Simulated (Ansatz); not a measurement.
# PtS2: the cost of one run

Method: DFT PBE, scalar-relativistic, plane waves, PAW, in Ansatz 0.2.0.

## (1) Starting point

Symmetry: P-3m1, No. 164, trigonal system. The conventional cell has a = 3.543 Å, b = 3.543 Å, c = 5.039 Å, α = 90.00°, β = 90.00°, γ = 120.00°. Pt (site symmetry -3m) has 6 S at 2.34 Å in its first shell of neighbours. S (site symmetry 3m) is surrounded by 3 Pt at 2.34 Å.

As a file:

```cif
data_structure
_symmetry_space_group_name_H-M 'P-3m1'
_symmetry_Int_Tables_number 164
_cell_length_a 3.5432
_cell_length_b 3.5432
_cell_length_c 5.0388
_cell_angle_alpha 90.000
_cell_angle_beta 90.000
_cell_angle_gamma 120.000
_cell_volume 54.78
loop_
_atom_site_label
_atom_site_type_symbol
_atom_site_symmetry_multiplicity
_atom_site_Wyckoff_symbol
_atom_site_fract_x
_atom_site_fract_y
_atom_site_fract_z
_atom_site_occupancy
Pt1 Pt 1 a 0.00000 0.00000 0.00000 1
S1 S 2 d 0.33333 0.66667 0.22700 1
```

The runs take a perfect supercell of 54 atoms; the defect goes to fractional position (0.111, 0.222, 0.114).

## (2) The perfect supercell

Contents of input.yaml:

```yaml
crystal:
  lattice:
    - [10.6296, 0.0, 0.0]
    - [-5.3148, 9.205504, 0.0]
    - [0.0, 0.0, 10.0776]
  atoms:
    - { symbol: Pt, position: [0.0, 0.0, 0.0] }
    - { symbol: Pt, position: [0.0, 0.0, 0.5] }
    - { symbol: Pt, position: [0.0, 0.333333, 0.0] }
    - { symbol: Pt, position: [0.0, 0.333333, 0.5] }
    - { symbol: Pt, position: [0.0, 0.666667, 0.0] }
    - { symbol: Pt, position: [0.0, 0.666667, 0.5] }
    - { symbol: Pt, position: [0.333333, 0.0, 0.0] }
    - { symbol: Pt, position: [0.333333, 0.0, 0.5] }
    - { symbol: Pt, position: [0.333333, 0.333333, 0.0] }
    - { symbol: Pt, position: [0.333333, 0.333333, 0.5] }
    - { symbol: Pt, position: [0.333333, 0.666667, 0.0] }
    - { symbol: Pt, position: [0.333333, 0.666667, 0.5] }
    - { symbol: Pt, position: [0.666667, 0.0, 0.0] }
    - { symbol: Pt, position: [0.666667, 0.0, 0.5] }
    - { symbol: Pt, position: [0.666667, 0.333333, 0.0] }
    - { symbol: Pt, position: [0.666667, 0.333333, 0.5] }
    - { symbol: Pt, position: [0.666667, 0.666667, 0.0] }
    - { symbol: Pt, position: [0.666667, 0.666667, 0.5] }
    - { symbol: S, position: [0.111111, 0.222222, 0.1135] }
    - { symbol: S, position: [0.111111, 0.222222, 0.6135] }
    - { symbol: S, position: [0.111111, 0.555556, 0.1135] }
    - { symbol: S, position: [0.111111, 0.555556, 0.6135] }
    - { symbol: S, position: [0.111111, 0.888889, 0.1135] }
    - { symbol: S, position: [0.111111, 0.888889, 0.6135] }
    - { symbol: S, position: [0.444444, 0.222222, 0.1135] }
    - { symbol: S, position: [0.444444, 0.222222, 0.6135] }
    - { symbol: S, position: [0.444444, 0.555556, 0.1135] }
    - { symbol: S, position: [0.444444, 0.555556, 0.6135] }
    - { symbol: S, position: [0.444444, 0.888889, 0.1135] }
    - { symbol: S, position: [0.444444, 0.888889, 0.6135] }
    - { symbol: S, position: [0.777778, 0.222222, 0.1135] }
    - { symbol: S, position: [0.777778, 0.222222, 0.6135] }
    - { symbol: S, position: [0.777778, 0.555556, 0.1135] }
    - { symbol: S, position: [0.777778, 0.555556, 0.6135] }
    - { symbol: S, position: [0.777778, 0.888889, 0.1135] }
    - { symbol: S, position: [0.777778, 0.888889, 0.6135] }
    - { symbol: S, position: [0.222222, 0.111111, 0.3865] }
    - { symbol: S, position: [0.222222, 0.111111, 0.8865] }
    - { symbol: S, position: [0.222222, 0.444444, 0.3865] }
    - { symbol: S, position: [0.222222, 0.444444, 0.8865] }
    - { symbol: S, position: [0.222222, 0.777778, 0.3865] }
    - { symbol: S, position: [0.222222, 0.777778, 0.8865] }
    - { symbol: S, position: [0.555556, 0.111111, 0.3865] }
    - { symbol: S, position: [0.555556, 0.111111, 0.8865] }
    - { symbol: S, position: [0.555556, 0.444444, 0.3865] }
    - { symbol: S, position: [0.555556, 0.444444, 0.8865] }
    - { symbol: S, position: [0.555556, 0.777778, 0.3865] }
    - { symbol: S, position: [0.555556, 0.777778, 0.8865] }
    - { symbol: S, position: [0.888889, 0.111111, 0.3865] }
    - { symbol: S, position: [0.888889, 0.111111, 0.8865] }
    - { symbol: S, position: [0.888889, 0.444444, 0.3865] }
    - { symbol: S, position: [0.888889, 0.444444, 0.8865] }
    - { symbol: S, position: [0.888889, 0.777778, 0.3865] }
    - { symbol: S, position: [0.888889, 0.777778, 0.8865] }
basis:
  ecutwfc: 420
  fft_grid_basis: typed
kpoints:
  mp_grid: { grid: [3, 3, 1] }
hamiltonian:
  xc: pbe
  pseudopotentials: { kind: paw }
scf:
  occupations: { method: gaussian, width: 0.05 }
output:
  forces: true
  stress: false
  eigenvalues: true
  bader: false
  write_density: true
  volumetric_format: npy
```

Launch:

```console
$ ansatz run input.yaml --threads 8 --pin off --max-ram 16384MiB --backend cpu --events-out ev --progress --plain --runs-dir out
```

What time and memory should one allow on 8 threads of Arm Neoverse N1, shared host?

About 15 s, with a peak of 4.1 GiB.
